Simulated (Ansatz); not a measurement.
Run this with Ansatz 0.2.0, Python API and show what comes out.

Script `run_bend.py`:
```python
"""Bending curve of CH5GeNO."""

import ansatz
from ase import Atoms


def main() -> None:
    atoms = Atoms(["C", "N", "Ge", "O", "H", "H", "H", "H", "H"], positions=[
        (-0.2988, 1.5443, 0.4602),
        (-0.5963, 0.4263, 0.9376),
        (0.1395, -1.0976, 0.2067),
        (-0.2718, -1.2758, -1.4853),
        (0.3196, 1.7027, -0.4196),
        (-0.8087, 2.4823, 0.8866),
        (1.7435, -0.9806, 0.2869),
        (-0.247, -2.3179, 1.0296),
        (0.1085, -0.5299, -1.9199),
    ])

    # start the scan from a relaxed geometry
    first = (
        ansatz.Crystal.molecule_from_ase(atoms).calculation()
        .basis(gaussian="def2-SVP")
        .functional("r2scan0")
        .relax(force_tolerance=0.02, max_steps=80)
    )
    atoms.positions = first.run(threads=1).report["positions_ang"]

    rows = []
    for angle in [85, 95, 105, 115, 125, 140, 160]:
        bent = atoms.copy()
        bent.set_angle(2, 1, 0, angle, indices=[0, 4, 5])
        calculation = (
            ansatz.Crystal.molecule_from_ase(bent).calculation()
            .basis(gaussian="def2-SVP")
            .functional("r2scan0")
        )
        rows.append((angle, calculation.run(threads=1).report["free_energy_ev"]))
    floor = min(e for _, e in rows)
    for angle, e in rows:
        print(f"angle Ge2-N1-C0 = {angle:3d} deg   {1000 * (e - floor):9.1f} meV")


if __name__ == "__main__":
    main()
```

```console
$ python run_bend.py
angle Ge2-N1-C0 =  85 deg      2368.3 meV
angle Ge2-N1-C0 =  95 deg       855.9 meV
angle Ge2-N1-C0 = 105 deg       218.2 meV
angle Ge2-N1-C0 = 115 deg         9.7 meV
angle Ge2-N1-C0 = 125 deg         0.0 meV
angle Ge2-N1-C0 = 140 deg       134.8 meV
angle Ge2-N1-C0 = 160 deg       368.1 meV
```

The scan is rigid, and the energies are electronic, in a modest basis. The zero is the lowest point of the grid, which needn't be the minimum. It ran for 3.1 min on 1 thread of Arm Neoverse V2, on a shared host, peak memory 0.31 GiB.
